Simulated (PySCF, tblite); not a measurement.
**C5H9NO2Si: geometry, infrared bands and NMR shifts**

Aim: predict the infrared bands and NMR shifts of C5H9NO2Si (`C=C1O[Si@@H](N)C=C[C@@H]1O`).

The runs use tblite 0.8.0 and PySCF 2.14.0, with density-fitted response routines of our own; the level of theory stands in each step. All values are computed, except where a source is named. Atoms are numbered from 0 throughout.

### Step 1. The starting structure

18 atoms, charge 0, multiplicity 1; geometry from: force field or distance geometry start.

Bonds of the start (Å): C0–C1 1.32, C1–O2 1.42, O2–Si3 1.75, Si3–N4 1.76, Si3–C5 1.86, C5–C6 1.33, C6–C7 1.49, C7–O8 1.41, C7–C1 1.48, C0–H9 1.09, C0–H10 1.11, Si3–H11 1.47, N4–H12 1.04, N4–H13 1.04, C5–H14 1.09, C6–H15 1.08, C7–H16 1.13, O8–H17 0.98.

### Step 2. Relaxing the molecule with GFN2-xTB

What the job is given:

```
{"job": {"kind": "relax", "xc": "GFN2-xTB", "basis": "xTB"}, "charge": 0, "multiplicity": 1}
C     -1.894300    -1.856900    -0.019100
C     -1.048300    -0.879200     0.232300
O      0.270300    -1.209600     0.636200
Si     1.471200     0.037900     0.393000
N      2.967100    -0.632200    -0.260600
C      0.744000     1.205300    -0.853100
C     -0.583000     1.310800    -0.828500
C     -1.430000     0.549400     0.131600
O     -1.178000     1.074800     1.412100
H     -1.603700    -2.907000     0.074900
H     -2.924300    -1.593300    -0.325000
H      1.636000     0.763900     1.657900
H      2.812800    -1.464700    -0.867900
H      3.706600    -0.764200     0.455500
H      1.369000     1.768500    -1.540000
H     -1.045200     1.985500    -1.528800
H     -2.518600     0.654400    -0.132900
H     -0.760500     1.962800     1.350600
```

Launch:

```bash
$ OMP_NUM_THREADS=1 python probes_run.py task.json out
```

One launch serves the whole session: the jobs run in the order shown.

**Question.** This job is followed by: GFN2-xTB harmonic vibrations, gas phase; GIAO PBE0/pcSseg-1 NMR shielding, non-relativistic, gas phase. What will the session give for the following? strongest single infrared mode (GFN2-xTB); zero-point energy (GFN2-xTB); ¹³C shifts against TMS (PBE0/pcSseg-1); ¹H shifts against TMS (PBE0/pcSseg-1, means over atoms taken as alike); ¹⁷O shifts against H2O (PBE0/pcSseg-1); ²⁹Si shifts against TMS (PBE0/pcSseg-1); ¹⁵N shifts against NH3 (PBE0/pcSseg-1).

The runs gave:

```
                                                              quantity                                               value
                             strongest single infrared mode (GFN2-xTB)                               2331 cm⁻¹, 295 km/mol
                                          zero-point energy (GFN2-xTB)                                       83.7 kcal/mol
                                ¹³C shifts against TMS (PBE0/pcSseg-1)                 161.5, 158.2, 147.9, 97.5, 73.3 ppm
¹H shifts against TMS (PBE0/pcSseg-1, means over atoms taken as alike)  7.47, 6.63, 5.44, 4.64, 4.63, 4.54, 0.78, 0.69 ppm
                                ¹⁷O shifts against H2O (PBE0/pcSseg-1)                                     114.2, 87.9 ppm
                               ²⁹Si shifts against TMS (PBE0/pcSseg-1)                                           -35.8 ppm
                                ¹⁵N shifts against NH3 (PBE0/pcSseg-1)                                            23.0 ppm
```

**Reading.** The optimisation took 53 steps and gained 0.562 eV; among the close pairs (by a distance rule), O2–Si3 changed most, from 1.749 to 1.649 Å. The lowest mode is imaginary (134i cm⁻¹), so the xTB geometry is not a minimum. The strongest single mode, at 2331 cm⁻¹, moves mainly H11. Unscaled tight-binding wavenumbers are off by several per cent, some by more. Its intensities can rank the bands wrongly.
